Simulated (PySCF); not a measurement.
# ErCl3(NH3): other functionals and bases at one geometry

How far do other levels of theory move the description of ErCl3(NH3), and what does each cost? The species was built from a template and needn't be a known compound.

Method: several levels, as the steps say, no spin–orbit coupling; program: PySCF 2.14.0.

1 further run of the same task is left out (for a known fault of the program).

## Step 1: Where the work starts

8 atoms, charge 0, spin multiplicity 1.

Bond lengths: Er1–Cl2 2.468 Å, Er1–Cl3 2.468 Å, Er1–Cl4 2.468 Å, Er1–N5 2.423 Å, N5–H6 1.023 Å, N5–H7 1.023 Å, N5–H8 1.023 Å. Angles: Cl2–Er1–Cl3 119.1°, Cl2–Er1–Cl4 119.1°, Cl2–Er1–N5 95.3°, Cl3–Er1–Cl4 119.1°, Cl3–Er1–N5 95.3°, Cl4–Er1–N5 95.3°, Er1–N5–H6 112.2°, Er1–N5–H7 112.2°, Er1–N5–H8 112.2°, H6–N5–H7 106.6°, H6–N5–H8 106.6°, H7–N5–H8 106.6°.

As a file:

```xyz
8

Er    0.0230   -0.0230    0.0230
Cl    1.1586    1.8505    1.1586
Cl   -1.8505   -1.1586    1.1586
Cl    1.1586   -1.1586   -1.8505
N    -1.3760    1.3760   -1.3760
H    -1.9854    1.9854   -0.8256
H    -0.8256    1.9854   -1.9854
H    -1.9854    0.8256   -1.9854
```

Formal oxidation states: Er +3. Each metal's 11 4f electrons lie in its core potential, so multiplicities, spins and levels count the valence alone. An earlier session relaxed this geometry at PBE0, Er lcecp-1-SVP with ECP57, Cl def2-SVP, N def2-SVP, H def2-SVP (singlet, point group C3v).

At PBE0 on the finer grid: E = -1474.726797 Eh, HOMO -8.43 eV, LUMO -1.04 eV, Mulliken charge on Er1 +0.79 e, largest force component 0.006 eV/Å. 

Levels to run: PBE; TPSSh; PBE0, TZVP. Hardware: 2 threads of Arm Neoverse V1, shared host.

## Step 2: PBE

run.py (the lines that set the calculation)

```python
mol = gto.M(atom='''
Er     0.02298    -0.02298     0.02298
Cl     1.15865     1.85048     1.15865
Cl    -1.85048    -1.15865     1.15865
Cl     1.15865    -1.15865    -1.85048
N     -1.37600     1.37600    -1.37600
H     -1.98545     1.98545    -0.82557
H     -0.82557     1.98545    -1.98545
H     -1.98545     0.82557    -1.98545''',
    basis={'Er': 'lcecp-1-SVP', 'Cl': 'def2-SVP', 'N': 'def2-SVP', 'H': 'def2-SVP'},
    ecp={'Er': 'lcecp-1-SVP'},
    charge=0, spin=0)
mf = dft.RKS(mol, xc='PBE')
mf.grids.atom_grid = (75, 302)  # f atoms: unpruned, at least (60, 302)
mf = mf.density_fit()  # fitting sets: Er AutoAux, Cl def2-universal-JKFIT, N def2-universal-JKFIT, H def2-universal-JKFIT
mf.conv_tol = 1e-08; mf.max_cycle = 55
mf.kernel(dm0)  # dm0: the density of the relaxed state
```

The run is started by

```sh
OMP_NUM_THREADS=2 python run.py
```

## Step 3: TPSSh

run.py (the lines that set the calculation): that of step 2 with these lines changed.

```diff
@@ -12,3 +12,3 @@
     charge=0, spin=0)
-mf = dft.RKS(mol, xc='PBE')
+mf = dft.RKS(mol, xc='TPSSH')
 mf.grids.atom_grid = (75, 302)  # f atoms: unpruned, at least (60, 302)
```

## Step 4: PBE0, TZVP

Basis: Er lcecp-1-TZVP with ECP57, Cl def2-TZVP, N def2-TZVP, H def2-TZVP. 

run.py (the lines that set the calculation): that of step 3 with these lines changed.

```diff
@@ -9,6 +9,6 @@
 H     -1.98545     0.82557    -1.98545''',
-    basis={'Er': 'lcecp-1-SVP', 'Cl': 'def2-SVP', 'N': 'def2-SVP', 'H': 'def2-SVP'},
-    ecp={'Er': 'lcecp-1-SVP'},
+    basis={'Er': 'lcecp-1-TZVP', 'Cl': 'def2-TZVP', 'N': 'def2-TZVP', 'H': 'def2-TZVP'},
+    ecp={'Er': 'lcecp-1-TZVP'},
     charge=0, spin=0)
-mf = dft.RKS(mol, xc='TPSSH')
+mf = dft.RKS(mol, xc='PBE0')
 mf.grids.atom_grid = (75, 302)  # f atoms: unpruned, at least (60, 302)
@@ -16,2 +16,2 @@
 mf.conv_tol = 1e-08; mf.max_cycle = 55
-mf.kernel(dm0)  # dm0: the density of the relaxed state
+mf.kernel(dm0)  # dm0: free metal ions and neutral atoms
```

Before running it: what results should come out? Wanted: for each run, HOMO; gap; charge on Er1; dipole; largest force.

As calculated:

| level | state | HOMO (eV) | gap (eV) | charge on Er1 (e) | dipole (D) | largest force (eV/Å) | basis functions | time |
| --- | --- | --- | --- | --- | --- | --- | --- | --- |
| PBE0 (relaxed here) | singlet | -8.43 | 7.39 | 0.79 | 5.49 | 0.01 | 116 | 23 s |
| PBE | singlet | -7.01 | 5.29 | 0.59 | 5.44 | 0.22 | 116 | 8.1 s |
| TPSSh | singlet | -7.74 | 6.48 | 0.81 | 5.47 | 0.10 | 116 | 11 s |
| PBE0, TZVP | singlet | -8.56 | 7.37 | 1.33 | 5.41 | 0.21 | 207 | 20 s |

Times are on 2 threads of Arm Neoverse V1, shared host; the first row also made further properties.

In one basis the HOMO–LUMO gap runs from 5.29 eV (PBE) to 7.39 eV (PBE0). The largest leftover force, 0.22 eV/Å with PBE, stands at a geometry relaxed at another level. The Mulliken charge on Er spans +0.59 to +1.33 e over the levels. With 4f in the core, its levels are missing from HOMO and gap. Total energies of different levels can't be compared. Spin–orbit coupling is left out throughout.
